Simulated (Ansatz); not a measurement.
**F₂GeH₄Si: a ladder of functionals and wavefunction methods**

An exercise on one series of results from a longer session: the logs are not shown, and one member is left open.

Program: Ansatz 0.2.0, Gaussian basis. Level of theory: functionals in def2-TZVPP, the program's frozen cores in correlated methods. These are calculated values, not measurements.

Plan: LDA (SPW92), PBE-D4, revPBE-D4, BLYP-D4, r2SCAN-D4, B97M-V, PBE0-D4, B3LYP-D4, r2SCANh-D4, r2SCAN0-D4, HSE06-D4, BHLYP-D4, CAM-B3LYP-D4, LC-ωPBE, ωB97X-V, ωB97M-V, B2PLYP, PBE-QIDH; CCSD(T)/def2-SVP; CCSD(T)/def2-TZVPP; MP2/def2-QZVPP; extrapolation to the limit; RPA on PBE.

### The geometry

The geometry comes from an earlier relaxation with PBE0-D4 in a triple-zeta def2 set; it is a stationary point, not always the lowest conformer.

SMILES `F[SiH](F)[GeH3]`, 8 atoms, charge 0, spin multiplicity 1.

Atoms are counted from 1 here; the program's logs count them from 0.

Bond lengths: F1–Si2 1.592 Å, Si2–F3 1.592 Å, Si2–Ge4 2.377 Å, Si2–H5 1.481 Å, Ge4–H6 1.536 Å, Ge4–H7 1.535 Å, Ge4–H8 1.536 Å. Angles: F1–Si2–F3 107.0°, F1–Si2–Ge4 109.5°, F1–Si2–H5 107.4°, F3–Si2–Ge4 109.5°, F3–Si2–H5 107.4°, Ge4–Si2–H5 115.8°, Si2–Ge4–H6 109.5°, Si2–Ge4–H7 110.3°, Si2–Ge4–H8 109.5°, H6–Ge4–H7 109.3°, H6–Ge4–H8 108.8°, H7–Ge4–H8 109.3°.

Coordinates:

```xyz
8

F     1.3018   -1.4186    1.1974
Si    1.1399   -0.1266    0.2809
F     1.9831   -0.3864   -1.0447
Ge   -1.1515    0.1644   -0.2813
H     1.7765    1.0042    0.9949
H    -1.9700    0.3896    0.9988
H    -1.6823   -1.0766   -1.0112
H    -1.3055    1.3929   -1.1904
```

Set-up of the first run:

Input file in.yaml:

```yaml
crystal:
  periodic: [false, false, false]
  atoms:
    - {symbol: F, position_ang: [1.301846, -1.418631, 1.197444]}
    - {symbol: Si, position_ang: [1.139944, -0.126637, 0.280852]}
    - {symbol: F, position_ang: [1.983128, -0.386419, -1.044723]}
    - {symbol: Ge, position_ang: [-1.151502, 0.164446, -0.281326]}
    - {symbol: H, position_ang: [1.776460, 1.004181, 0.994857]}
    - {symbol: H, position_ang: [-1.969955, 0.389580, 0.998809]}
    - {symbol: H, position_ang: [-1.682321, -1.076627, -1.011199]}
    - {symbol: H, position_ang: [-1.305500, 1.392907, -1.190416]}
basis:
  gaussian: {orbitals: def2-TZVPP}
hamiltonian: {xc: lda}
output: {orbitals: {seedname: orbitals}}
```

Started as:

```console
$ ansatz run in.yaml --threads 4 --pin off --events-out ev --progress --plain --max-ram 10444MiB
```

Steps of the session up to this table: LDA; PBE-D4 (GGA); revPBE-D4 (GGA); BLYP-D4 (GGA); r2SCAN-D4 (meta-GGA); B97M-V (meta-GGA); B3LYP-D4 (hybrid); r2SCANh-D4 (hybrid); r2SCAN0-D4 (hybrid); HSE06-D4 (hybrid); BHLYP-D4 (hybrid); CAM-B3LYP-D4 (range-separated); LC-ωPBE (range-separated); ωB97X-V (range-separated); ωB97M-V (range-separated); B2PLYP (double hybrid); PBE-QIDH (double hybrid).

One table of the session follows, with a row left open; its other results are not shown here.

It belongs to the step «Frontier levels by functional». 

```
  functional  HOMO (eV)  gap (eV)
 LDA (SPW92)      -7.38      6.06
      PBE-D4      -7.28      6.20
   revPBE-D4      -7.24      6.26
     BLYP-D4      -7.18      6.24
   r2SCAN-D4      -7.60      6.82
      B97M-V      -7.69      6.74
     PBE0-D4      -8.52      8.28
    B3LYP-D4      -8.33      7.89
  r2SCANh-D4      -8.05      7.56
  r2SCAN0-D4          ?         ?
    HSE06-D4      -8.12      7.51
    BHLYP-D4      -9.67     10.33
CAM-B3LYP-D4      -9.84     10.65
     LC-ωPBE     -11.12     13.10
     ωB97X-V     -10.80     12.65
     ωB97M-V     -10.58     12.17
```

Q: Estimate the row for r2SCAN0-D4 from the others.

Worked estimate for «HOMO (eV)». Against the share of exact exchange, r2SCAN-D4 (0, -7.60), r2SCANh-D4 (0.1, -8.05) give a slope of -4.50 per unit share; at 0.25 the line stands at -8.72.

**Answer.** HOMO (eV): -8.72; gap (eV): 8.66. In «HOMO (eV)» the line misses by 0.00.
